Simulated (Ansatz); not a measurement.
I need a single point in a Gaussian basis of BH5O2Si, SMILES BO[SiH2]O. Use the Ansatz DFT code, driven from Python. Use: B3LYP, def2-TZVPP basis, multiplicity 1.

The script reads `bh5o2si.xyz`:
```text
9

B    -1.56490    0.51870    0.67070
O    -1.09620   -0.20580   -0.47270
Si    0.58170   -0.22690   -0.27620
O     1.40250   -1.10100   -1.55230
H    -1.93190    0.00260    1.63500
H    -1.77430    1.74630    0.55860
H     1.17170    1.14730   -0.26800
H     0.99550   -0.86170    1.00680
H     2.30430   -1.06590   -1.31900
```

Script `energy.py`:
```python
# -*- coding: utf-8 -*-
"""Single point of BH5O2Si in a Gaussian basis."""

from dataclasses import dataclass
import json
import logging
import sys

import ansatz as az
import numpy as np

logging.basicConfig(stream=sys.stdout, format="%(levelname)s %(message)s")
logger = logging.getLogger("ansatz_job")
logger.setLevel(logging.INFO)


@dataclass(frozen=True)
class Options:
    basis_set: str = "def2-TZVPP"
    functional: str = "b3lyp"


cfg = Options()

molecule = az.Crystal.molecule_from_extxyz("bh5o2si.xyz")

model = (
    molecule.calculation()
    .basis(gaussian=cfg.basis_set)
    .functional(cfg.functional)
    .accuracy("high")
    .forces()
)
outcome = model.run(threads=1, pin="off")
rep = outcome.report

logger.info(f"E = {rep['free_energy_ev']:.6f} eV = {rep['free_energy_ev'] / 27.211386246:.7f} Ha")
print("converged:", rep["converged"], " doubts:", rep["published_state_doubts"] or "none")

symbols = [site.symbol for site in molecule.cartesian_sites]
forces = np.array(rep["forces_ev_ang"])
print("largest force", round(float(np.linalg.norm(forces, axis=1).max()), 4), "eV/A, rms", round(float(np.sqrt((forces ** 2).mean())), 4))

charges = rep["charge_distribution"]
print("dipole moment", round(4.803205 * float(np.linalg.norm(charges["dipole_moment_e_ang"])), 3), "D")
print("Mulliken:", [(s, round(q, 3)) for s, q in zip(symbols, charges["mulliken_charges_e"])])
with open("bh5o2si.json", "w") as handle:
    json.dump({k: rep[k] for k in ("free_energy_ev", "reference_energy_ev", "n_occupied", "n_virtual")}, handle, indent=1)
```

```console
$ python energy.py
INFO E = -12734.765647 eV = -467.9940056 Ha
converged: True  doubts: none
largest force 3.6371 eV/A, rms 1.2706
dipole moment 1.995 D
Mulliken: [('B', 0.126), ('O', -0.37), ('Si', 0.613), ('O', -0.403), ('H', 0.049), ('H', -0.009), ('H', -0.084), ('H', -0.084), ('H', 0.162)]
```

`bh5o2si.json`, as written:
```json
{
 "free_energy_ev": -12734.765647103402,
 "reference_energy_ev": -12734.765647103402,
 "n_occupied": [
  20,
  20
 ],
 "n_virtual": [
  185,
  185
 ]
}
```

Caveats:
- The settings weren't tested for convergence.
- The geometry is a force-field or estimated start, not a minimum of this method, and the basis set is short of its limit.
- b3lyp holds the VWN-RPA fit, as in Gaussian; the form of ORCA and Turbomole is b3lyp5.
- Finished in 22 s on 1 thread of Intel(R) Xeon(R) 6975P-C (Granite Rapids), on a shared host, peak memory 1.1 GiB.

(A comment or docstring line of the script was reworded after the run, the code is as it ran; lines on the test bed's own set-up are left out of the output.)
